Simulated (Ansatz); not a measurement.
**C2H3FSi: small, medium and large basis sets**

One table from this session's results is given with a row withheld; the runs are named, their logs left out.

Program: Ansatz 0.2.0, Gaussian basis. Level of theory: one geometry, several basis sets. These are calculated values, not measurements.

The runs, in order: PBE0-D4/def2-SVP; ωB97M-V/def2-SVP; PBE0-D4/def2-QZVPP; ωB97M-V/def2-QZVPP; the functionals' def2-TZVPP values are taken from earlier runs.

## Structure used throughout

The geometry comes from an earlier relaxation with PBE0-D4 in a triple-zeta def2 set; it is a stationary point, not always the lowest conformer.

7 atoms, charge 0, spin multiplicity 1.

Atoms are counted from 1 here; the program's logs count them from 0.

Bond lengths: F1–C2 1.320 Å, C2–C3 1.323 Å, C2–Si4 1.796 Å, C3–Si4 1.829 Å, C3–H5 1.081 Å, Si4–H6 1.484 Å, Si4–H7 1.484 Å. Angles: F1–C2–C3 135.1°, F1–C2–Si4 154.9°, C3–C2–Si4 69.9°, C2–C3–Si4 67.3°, C2–C3–H5 138.8°, Si4–C3–H5 153.9°, C2–Si4–C3 42.8°, C2–Si4–H6 122.2°, C2–Si4–H7 122.2°, C3–Si4–H6 121.8°, C3–Si4–H7 121.8°, H6–Si4–H7 110.7°.

Set-up of the first run:

The input, in.yaml:

```yaml
crystal:
  periodic: [false, false, false]
  atoms:
    - {symbol: F, position_ang: [-0.096846, -2.279427, 0.145390]}
    - {symbol: C, position_ang: [-0.051266, -0.961050, 0.099480]}
    - {symbol: C, position_ang: [-0.342969, 0.017228, 0.940980]}
    - {symbol: Si, position_ang: [0.269184, 0.630079, -0.669871]}
    - {symbol: H, position_ang: [-0.715079, 0.139473, 1.948955]}
    - {symbol: H, position_ang: [-0.644437, 1.217580, -1.680502]}
    - {symbol: H, position_ang: [1.642514, 1.168118, -0.830234]}
basis:
  gaussian: {orbitals: def2-SVP}
hamiltonian: {xc: pbe0, dispersion: d4}
output: {orbitals: {seedname: orbitals}}
```

Launch:

```bash
> ansatz run in.yaml --threads 2 --pin off --events-out ev --progress --plain --max-ram 4352MiB
```

Among the steps run: PBE0-D4 in def2-SVP; ωB97M-V in def2-SVP; PBE0-D4 in def2-QZVPP; ωB97M-V in def2-QZVPP.

One of the session's tables, all rows but one given; the rest of the session is left out.

It belongs to the step «Functionals by basis». 

| functional | basis | HOMO (eV) | LUMO (eV) |
| --- | --- | --- | --- |
| PBE0-D4 | def2-SVP | -8.02 | 0.02 |
| PBE0-D4 | def2-TZVPP | -8.07 | -0.36 |
| PBE0-D4 | def2-QZVPP | -8.08 | -0.48 |
| ωB97M-V | def2-SVP | -10.16 | 1.99 |
| ωB97M-V | def2-TZVPP | ? | ? |
| ωB97M-V | def2-QZVPP | -10.26 | 1.07 |

Q: Estimate the row for ωB97M-V, def2-TZVPP from the others.

**Answer.** HOMO (eV): -10.25; LUMO (eV): 1.39. In the column «HOMO (eV)» it lies between ωB97M-V, def2-QZVPP (-10.26) and ωB97M-V, def2-SVP (-10.16).
